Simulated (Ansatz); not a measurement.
# AlGa2: the cost of one run

The runs use Ansatz 0.2.0, Gaussian basis; cc-pVTZ, core rule «outside noble gas», up to 33 orbitals frozen.

To be run: UHF; CCSD(T) on ROHF; CCSD(T) on UHF; BCCD(T) on ROHF; CCSDT(Q) on ROHF; CCSDT(Q) on UHF; CASSCF and MRCISD+Q, 8 electrons in 12 orbitals; CASSCF and NEVPT2, 8 electrons in 12 orbitals.

5 further runs of the same task are left out: 5 set aside as unsound or not needed.

### 1 What is computed

The geometry is a PBE0/def2-TZVP stationary point (not a proven minimum) of the parent state, kept for this charge and spin. No spin-orbit coupling is included. The filled d shell of Ga may be among the frozen orbitals whatever the setting's name suggests; the logs give the count.

3 atoms, charge 1, spin multiplicity 3.

Atoms are counted from 1 here; the program's logs count them from 0.

Bond lengths: Al1–Ga2 2.562 Å, Ga2–Ga3 2.562 Å. Angles: Al1–Ga2–Ga3 71.7°.

### 2 UHF

Contents of in.yaml:

```yaml
crystal:
  periodic: [false, false, false]
  atoms:
    - {symbol: Al, position_ang: [0.000000, 1.851914, 0.941240]}
    - {symbol: Ga, position_ang: [0.000000, -0.707474, 1.050515]}
    - {symbol: Ga, position_ang: [0.000000, -0.009183, -1.414758]}
basis:
  gaussian: {orbitals: cc-pVTZ}
total_charge: 1
magnetization: {spin_polarized: true, initial_magnetization: 2}
hamiltonian: {xc: hf}
output: {orbitals: {seedname: orbitals}}
```

Started as:

```sh
ansatz run in.yaml --threads 1 --pin off --events-out ev --progress --plain --max-ram 4096MiB --backend cpu
```

What time and memory should one allow on 1 thread of AMD EPYC 7R13, shared host?

About 31 s, with a peak of 0.38 GiB.
